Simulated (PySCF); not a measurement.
# SnF−: bond curves at several levels of theory

The task here is to estimate one member of a computed series from the others.

The runs use PySCF 2.14.0; Sn def2-SVPD with ECP28, F def2-SVPD, scalar-relativistic core potentials.

2 further runs of the same task are left out: 2 set aside as unsound or not needed.

Set-up of the first run:

The job is set up so:

- atoms: Sn, F
- charge: -1
- basis: Sn def2-SVPD with ECP28, F def2-SVPD
- Hamiltonian: scalar-relativistic core potentials
- basis functions: 55
- electrons treated: 32
- masses in u: 119.9022, 18.9984
- levels: PBE0, PBE, r²SCAN, TPSS, BP86, r²SCAN0, HF, MP2, SCS-MP2, CCSD, CCSD(T)
- grid: 80 radial by 434 angular points
- occupations: held fixed by the projection of orbital angular momentum
- dissociation limit: Sn + F−, each in its ground configuration
- starting distance in angstrom: 2.065
- values of 2S to try: 0, 2

The run is started by

```console
> OMP_NUM_THREADS=1 python dia.py task.json out
```

Steps of the session up to this table: The job; First curve: PBE0; PBE (GGA); r²SCAN (meta-GGA); TPSS (meta-GGA); BP86 (GGA); r²SCAN0; UHF; Correlated methods on the Hartree–Fock reference.

One table of the session follows, with a row left open; its other results are not shown here.

It belongs to the step «The curves together». Energy (eV) from each level's lowest point:

```
R (Å)    UHF  UHF-MP2  UHF-SCS-MP2  UHF-CCSD  UHF-CCSD(T)
1.890  0.263    0.367        0.374     0.349        0.365
1.974  0.058    0.116        0.120     0.105        0.115
2.037  0.000    0.027        0.029     0.022        0.027
2.100  0.000    0.000        0.000     0.000        0.000
2.163  0.041    0.018        0.015     0.022        0.018
2.247  0.138    0.089        0.084     0.099        0.090
2.352      ?        ?            ?         ?            ?
2.478  0.514    0.428        0.414     0.444        0.427
```

**Question.** Estimate the row for R (Å) = 2.352.

Worked estimate for «UHF». A straight line through the neighbours (2.247, 0.138) and (2.478, 0.514) gives 0.138 + (0.514 − 0.138) × (2.352 − 2.247) / (2.478 − 2.247) = 0.309; a parabola fitted to 3 rows on both sides gives 0.289.

**Answer.** UHF: 0.298; UHF-MP2: 0.228; UHF-SCS-MP2: 0.218; UHF-CCSD: 0.241; UHF-CCSD(T): 0.227. In «UHF» the line misses by +0.011 and the parabola by -0.009.
